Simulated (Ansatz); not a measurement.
# InH₃ (triplet): B3LYP, BHLYP over a scan of the distance In1–H2, def2-SVP

How well do these functionals follow the top wave-function level for InH₃ (triplet) over a scan of the distance In1–H2?

The runs use Ansatz 0.2.0, Gaussian basis; def2-SVP, all electrons in the functionals.

Plan: B3LYP, BHLYP, at 1.426 Å; 1.595 Å; 1.760 Å; 1.925 Å; 2.101 Å; 2.404 Å; 2.753 Å; 3.197 Å; 3.885 Å; 4.777 Å; 6.088 Å.

32 further runs of the same task are left out: 6 for a known fault of the program, 20 that didn't finish, 6 set aside as unsound or not needed.

### Step 1. The geometry

The geometry derives from a PBE0/def2-TZVP stationary point (not a proven minimum). One bond is set to the value named and the two fragments are kept rigid. No spin-orbit coupling is included. Elements past krypton take def2 core potentials.

4 atoms, charge 0, spin multiplicity 3.

Atoms are counted from 1 here; the program's logs count them from 0.

Bond lengths: In1–H2 1.760 Å, H3–H4 0.769 Å.

No dispersion term is added. B3LYP takes the VWN-RPA correlation.

The geometry shown and the zero of energy belong to the point 1.760 Å. The yardstick, FCI, and other wave-function levels (R restricted, U unrestricted, valence and pair active spaces) come from earlier runs.

### Step 2. B3LYP, 1.426 Å

Contents of in.yaml:

```yaml
crystal:
  periodic: [false, false, false]
  atoms:
    - {symbol: In, position_ang: [0.000000, 0.014207, -0.038844]}
    - {symbol: H, position_ang: [0.000000, -1.398668, -0.231869]}
    - {symbol: H, position_ang: [0.384545, -0.109867, 2.328360]}
    - {symbol: H, position_ang: [-0.384545, -0.109867, 2.328360]}
basis:
  gaussian: {orbitals: def2-SVP}
magnetization: {spin_polarized: true, initial_magnetization: 2}
hamiltonian: {xc: {name: B3LYP}}
```

Started as:

```sh
$ ansatz run in.yaml --threads 1 --pin off --events-out ev --progress --plain --max-ram 2393MiB
```

The runs that follow: B3LYP, 1.595 Å; B3LYP, 1.760 Å; B3LYP, 1.925 Å; B3LYP, 2.101 Å; B3LYP, 2.404 Å; B3LYP, 2.753 Å; B3LYP, 3.197 Å; B3LYP, 3.885 Å; B3LYP, 4.777 Å; B3LYP, 6.088 Å; BHLYP, 1.426 Å; BHLYP, 1.595 Å; BHLYP, 1.760 Å; BHLYP, 1.925 Å; BHLYP, 2.101 Å; BHLYP, 2.404 Å; BHLYP, 2.753 Å; BHLYP, 3.197 Å; BHLYP, 3.885 Å; BHLYP, 4.777 Å; BHLYP, 6.088 Å.

Before running them: what should the planned runs give, taken together? Wanted: span of the FCI curve; largest miss, B3LYP; largest miss, BHLYP.

**Answer**, as computed:

| quantity | value |
| --- | --- |
| span of the FCI curve | 0.990 eV |
| largest miss, B3LYP | -0.161 eV (2.753 Å) |
| largest miss, BHLYP | -0.094 eV (1.426 Å) |

What this shows: Of the functionals, BHLYP keep the smallest largest miss at the points compared (at most 0.094 eV) and B3LYP strays most (0.161 eV, at 2.753 Å). Functionals and the yardstick converge differently with the basis, so part of each miss in def2-SVP is the basis.
